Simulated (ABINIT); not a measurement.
# Ga3Se (Pm-3m) in ABINIT: equation of state

How stiff is Ga3Se in PBE, and what volume does it want? The cell is scaled to several volumes.

All numbers are computed with ABINIT 10.8.3 (patched build); they aren't measurements. Logs are shortened: lines on timing, memory, paths and dates and some standing lists are left out, and cuts for length are marked. The log counts tension as positive stress, the text compression.

## Step 1: The crystal as given

The structure is cubic, space group Pm-3m (No. 221). Conventional cell: a = 4.432 Å, b = 4.432 Å, c = 4.432 Å, α = 90.00°, β = 90.00°, γ = 90.00°. Se (site symmetry m-3m) has 12 Ga at 3.13 Å as nearest neighbours. Ga (site symmetry 4/mmm) is surrounded by 4 Se at 3.13 Å and 8 Ga at 3.13 Å.

The cell comes from a database or a generator and needn't be the stable form of this composition.

## Step 2: Equation of state, PBE

File run.abi:

```
# Datasets: one volume each
ndtset 7
getwfk -1
scalecart1 3*0.9795861087
scalecart2 3*0.9864848297
scalecart3 3*0.9932883884
scalecart4 3*1.0000000000
scalecart5 3*1.0066227096
scalecart6 3*1.0131594038
scalecart7 3*1.0196128224

# Pseudopotentials
pp_dirpath "./"
pseudos "Se.GGA_PBE-JTH.xml, Ga.GGA_PBE-JTH.xml"

# Structure
acell 3*1.0 Angstrom
rprim
     4.4324650000     0.0000000000     0.0000000000
     0.0000000000     4.4324650000     0.0000000000
     0.0000000000     0.0000000000     4.4324650000
ntypat 2
znucl 34 31
natom 4
typat 1 2 2 2
xred
     0.0000000000     0.0000000000     0.0000000000
     0.5000000000     0.5000000000     0.0000000000
     0.5000000000     0.0000000000     0.5000000000
     0.0000000000     0.5000000000     0.5000000000

# Plane-wave basis
ecut 17.0
pawecutdg 34.0
pawxcdev 0

# k points
kptopt 1
ngkpt 6 6 6
nshiftk 1
shiftk 0.0 0.0 0.0

# Exchange and correlation
ixc 11

# Bands and occupations
nband 27
occopt 3
tsmear 0.05 eV

# SCF cycle
nstep 100
tolvrs 1.0e-9

# Output
iomode 3
prtwf 1
prtden 0
prteig 0
prtebands 0
```

Potentials or basis: JTH PAW PBE v2.0.

On the command line:

```
> abinit run.abi > log 2>&1
```

run.abo:

```text
.Version 10.8.3 of ABINIT
 DATASET    1 : space group Pm -3 m (#221); Bravais cP (primitive cubic)
================================================================================
 Values of the parameters that define the memory need for DATASET  1.
     intxc =       0    ionmov =       0      iscf =      17    lmnmax =      18
     lnmax =       6     mgfft =      32  mpssoang =       3    mqgrid =    3001
     natom =       4  nloc_mem =       2    nspden =       1   nspinor =       1
    nsppol =       1      nsym =      48    n1xccc =       1    ntypat =       2
    occopt =       3   xclevel =       2
       mpw =        1865          nfft =       32768          nkpt =          20
 PAW method is used; the additional fine FFT grid is defined by:
   mgfftf=        45    nfftf =     91125
================================================================================
================================================================================
[... 71 lines left out ...]
 DATASET    7 : space group Pm -3 m (#221); Bravais cP (primitive cubic)
================================================================================
 Values of the parameters that define the memory need for DATASET  7.
     intxc =       0    ionmov =       0      iscf =      17    lmnmax =      18
     lnmax =       6     mgfft =      32  mpssoang =       3    mqgrid =    3001
     natom =       4  nloc_mem =       2    nspden =       1   nspinor =       1
    nsppol =       1      nsym =      48    n1xccc =       1    ntypat =       2
    occopt =       3   xclevel =       2
       mpw =        2106          nfft =       32768          nkpt =          20
 PAW method is used; the additional fine FFT grid is defined by:
   mgfftf=        48    nfftf =    110592
================================================================================
================================================================================

--------------------------------------------------------------------------------
------------- Echo of variables that govern the present computation ------------
--------------------------------------------------------------------------------
 -outvars: echo values of preprocessed input variables --------
            acell      1.8897261259E+00  1.8897261259E+00  1.8897261259E+00 Bohr
              amu      7.89600000E+01  6.97230000E+01
             ecut      1.70000000E+01 Hartree
           getwfk          -1
              ixc          11
           jdtset        1    2    3    4    5    6    7
         kptrlatt        6    0    0      0    6    0      0    0    6
          kptrlen1     4.92309312E+01
          kptrlen2     4.95776393E+01
          kptrlen3     4.99195649E+01
          kptrlen4     5.02568695E+01
          kptrlen5     5.05897061E+01
          kptrlen6     5.09182199E+01
          kptrlen7     5.12425485E+01
            natom           4
            nband          27
           ndtset           7
            ngfft          32      32      32
          ngfftdg1         45      45      45
          ngfftdg2         45      45      45
          ngfftdg3         45      45      45
[... 153 lines left out ...]
 basis_size (lnmax)=  4 (lmn_size=  8), orbitals=   0   0   1   1
 Spheres core radius: rc_sph= 2.21132333
 Shapefunction is BESSEL type: shapef(r,l)=aa(1,l)*jl(q(1,l)*r)+aa(2,l)*jl(q(2,l)*r)
 Radius for shape functions =  2.00656599
 Compensation charge density is not taken into account in XC energy/potential

- pspini: atom type   2  psp file is ./Ga.GGA_PBE-JTH.xml
 Pseudopotential format is: paw10
 basis_size (lnmax)=  6 (lmn_size= 18), orbitals=   0   0   1   1   2   2
 Spheres core radius: rc_sph= 2.10359248
 Shapefunction is BESSEL type: shapef(r,l)=aa(1,l)*jl(q(1,l)*r)+aa(2,l)*jl(q(2,l)*r)
 Radius for shape functions =  1.80829011
 Compensation charge density is not taken into account in XC energy/potential

   4.59219448E+03                                ecore*ucvol(ha*bohr**3)
--------------------------------------------------------------------------------

================================================================================

--- !BeginCycle
iteration_state: {dtset: 1, }
solver: {iscf: 17, nstep: 100, nline: 4, wfoptalg: 10, }
tolerances: {tolvrs: 1.00E-09, }
...
[... 1382 lines left out ...]
-Cartesian components of stress tensor (GPa)         [Pressure= -2.5788E+00 GPa]
- sigma(1 1)=  2.57881161E+00  sigma(3 2)=  0.00000000E+00
- sigma(2 2)=  2.57881161E+00  sigma(3 1)=  0.00000000E+00
- sigma(3 3)=  2.57881161E+00  sigma(2 1)=  0.00000000E+00

== END DATASET(S) ==============================================================
================================================================================

 -outvars: echo values of variables after computation  --------
            acell      1.8897261259E+00  1.8897261259E+00  1.8897261259E+00 Bohr
           etotal1    -2.4681640266E+02
           etotal2    -2.4681703542E+02
           etotal3    -2.4681729760E+02
           etotal4    -2.4681721661E+02
           etotal5    -2.4681684745E+02
           etotal6    -2.4681621568E+02
           etotal7    -2.4681535357E+02
            fcart1    -0.0000000000E+00 -0.0000000000E+00 -0.0000000000E+00
                      -0.0000000000E+00 -0.0000000000E+00 -0.0000000000E+00
                      -0.0000000000E+00 -0.0000000000E+00 -0.0000000000E+00
                      -0.0000000000E+00 -0.0000000000E+00 -0.0000000000E+00
            fcart2    -0.0000000000E+00 -0.0000000000E+00 -0.0000000000E+00
                      -0.0000000000E+00 -0.0000000000E+00 -0.0000000000E+00
                      -0.0000000000E+00 -0.0000000000E+00 -0.0000000000E+00
                      -0.0000000000E+00 -0.0000000000E+00 -0.0000000000E+00
            fcart3    -0.0000000000E+00 -0.0000000000E+00 -0.0000000000E+00
                      -0.0000000000E+00 -0.0000000000E+00 -0.0000000000E+00
[... 66 lines left out ...]
                       2.2162325000E+00  2.2162325000E+00  0.0000000000E+00
                       2.2162325000E+00  0.0000000000E+00  2.2162325000E+00
                       0.0000000000E+00  2.2162325000E+00  2.2162325000E+00
           xangst5     0.0000000000E+00  0.0000000000E+00  0.0000000000E+00
                       2.2309099643E+00  2.2309099643E+00  0.0000000000E+00
                       2.2309099643E+00  0.0000000000E+00  2.2309099643E+00
                       0.0000000000E+00  2.2309099643E+00  2.2309099643E+00
           xangst6     0.0000000000E+00  0.0000000000E+00  0.0000000000E+00
                       2.2453967984E+00  2.2453967984E+00  0.0000000000E+00
                       2.2453967984E+00  0.0000000000E+00  2.2453967984E+00
                       0.0000000000E+00  2.2453967984E+00  2.2453967984E+00
           xangst7     0.0000000000E+00  0.0000000000E+00  0.0000000000E+00
                       2.2596990744E+00  2.2596990744E+00  0.0000000000E+00
                       2.2596990744E+00  0.0000000000E+00  2.2596990744E+00
                       0.0000000000E+00  2.2596990744E+00  2.2596990744E+00
             xred      0.0000000000E+00  0.0000000000E+00  0.0000000000E+00
                       5.0000000000E-01  5.0000000000E-01  0.0000000000E+00
                       5.0000000000E-01  0.0000000000E+00  5.0000000000E-01
                       0.0000000000E+00  5.0000000000E-01  5.0000000000E-01
 Calculation completed.
```

It took 3.2 min on 1 thread of Arm Neoverse V2, shared host; peak memory 0.17 GiB.

What came out:

```yaml
Equilibrium_volume: 21.45 Å³/atom
Bulk_modulus: 40 GPa
Pressure_derivative_of_the_bulk_modulus: 5.1
```

Energy against volume, from the lowest point:
| volume (Å³/atom) | energy (meV/atom) |
| --- | --- |
| 20.465 | 6.09 |
| 20.900 | 1.78 |
| 21.335 | 0.00 |
| 21.771 | 0.55 |
| 22.206 | 3.06 |
| 22.642 | 7.36 |
| 23.077 | 13.22 |

Caveat: pressures at fixed basis lie under the slope of the energies.
